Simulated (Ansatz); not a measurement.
Geometry optimisation, DFT r2SCAN, scalar-relativistic, plane waves, PAW in Ansatz 0.2.0.

Input file:

```yaml
crystal:
  lattice:
    - [-4.1337, -4.1337, 0.0]
    - [4.1337, -4.1337, 0.0]
    - [0.0, 0.0, 5.3034]
  atoms:
    - { symbol: Si, position: [0.5, 0.5, 0.0] }
    - { symbol: Si, position: [0.0, 0.5, 0.25] }
    - { symbol: O, position: [0.1943, 0.5, 0.0] }
    - { symbol: O, position: [0.0, 0.1943, 0.25] }
    - { symbol: O, position: [0.8057, 0.5, 0.0] }
    - { symbol: O, position: [0.0, 0.8057, 0.25] }
    - { symbol: Si, position: [0.5, 0.5, 0.5] }
    - { symbol: Si, position: [0.0, 0.5, 0.75] }
    - { symbol: O, position: [0.1943, 0.5, 0.5] }
    - { symbol: O, position: [0.0, 0.1943, 0.75] }
    - { symbol: O, position: [0.8057, 0.5, 0.5] }
    - { symbol: O, position: [0.0, 0.8057, 0.75] }
    - { symbol: Si, position: [0.0, 0.0, 0.0] }
    - { symbol: Si, position: [0.5, 0.0, 0.25] }
    - { symbol: O, position: [0.6943, 0.0, 0.0] }
    - { symbol: O, position: [0.5, 0.3057, 0.25] }
    - { symbol: O, position: [0.3057, 0.0, 0.0] }
    - { symbol: Si, position: [0.0, 0.0, 0.5] }
    - { symbol: Si, position: [0.5, 0.0, 0.75] }
    - { symbol: O, position: [0.6943, 0.0, 0.5] }
    - { symbol: O, position: [0.5, 0.6943, 0.75] }
    - { symbol: O, position: [0.3057, 0.0, 0.5] }
    - { symbol: O, position: [0.5, 0.3057, 0.75] }
basis:
  ecutwfc: 500.0
kpoints:
  mp_grid: { grid: [2, 2, 2] }
hamiltonian:
  xc: r2scan
  pseudopotentials: { kind: paw, azcp: { folder: soft_1 } }
scf:
  occupations: { method: fermi_dirac, width: 0.05 }
  lower_state_search: "off"
relax:
  f_tol: 0.03
  max_steps: 60
  adjacent_minimum: "off"
```

Launched with:

```bash
$ ansatz run input.yaml --threads 2 --pin off --max-ram 5120MiB --backend cpu --events-out ev --progress --plain --runs-dir out
```

Q: Where does it end, and by what steps?

A: The forces met the threshold. Limits of this set-up: coarse k mesh, no spin, though dangling bonds at a vacancy may carry it, a small cell, in which the defect meets its images. After 5 steps the energy has fallen by 0.156 eV; Si1 moved furthest, 0.06 Å.

```json
{"step": "0", "energy less start (eV)": "0.0000", "largest force component (eV/Å)": "1.619", "accepted": "yes"}
{"step": "1", "energy less start (eV)": "-0.1008", "largest force component (eV/Å)": "0.961", "accepted": "yes"}
{"step": "2", "energy less start (eV)": "-0.1532", "largest force component (eV/Å)": "0.091", "accepted": "yes"}
{"step": "3", "energy less start (eV)": "-0.1544", "largest force component (eV/Å)": "0.069", "accepted": "yes"}
{"step": "4", "energy less start (eV)": "-0.1555", "largest force component (eV/Å)": "0.034", "accepted": "yes"}
{"step": "5", "energy less start (eV)": "-0.1557", "largest force component (eV/Å)": "0.010", "accepted": "yes"}
```

```xyz
23
Lattice="-4.1337 -4.1337 0.0000 4.1337 -4.1337 0.0000 0.0000 0.0000 5.3034" Properties=species:S:1:pos:R:3
Si 0.024 -4.158 0.047
Si 2.072 -2.072 1.326
O 1.271 -2.884 0.011
O 0.808 -0.808 1.326
O -1.249 -5.405 0.011
O 3.330 -3.330 1.326
Si 0.024 -4.158 2.605
Si 2.078 -2.078 3.978
O 1.271 -2.884 2.641
O 0.810 -0.810 3.978
O -1.249 -5.405 2.641
O 3.331 -3.331 3.978
Si -0.001 0.001 0.004
Si -2.090 -2.043 1.326
O -2.895 -2.851 0.009
O -0.828 -3.306 1.326
O -1.282 -1.239 0.009
Si -0.001 0.001 2.648
Si -2.062 -2.072 3.978
O -2.895 -2.851 2.643
O 0.815 -4.948 3.978
O -1.282 -1.239 2.643
O -0.802 -3.332 3.978
```

Whether the end is a true minimum wasn't checked by a vibrational analysis.

The run took 48 s on 2 threads of Arm Neoverse V1 (shared host), peak memory 0.79 GiB.
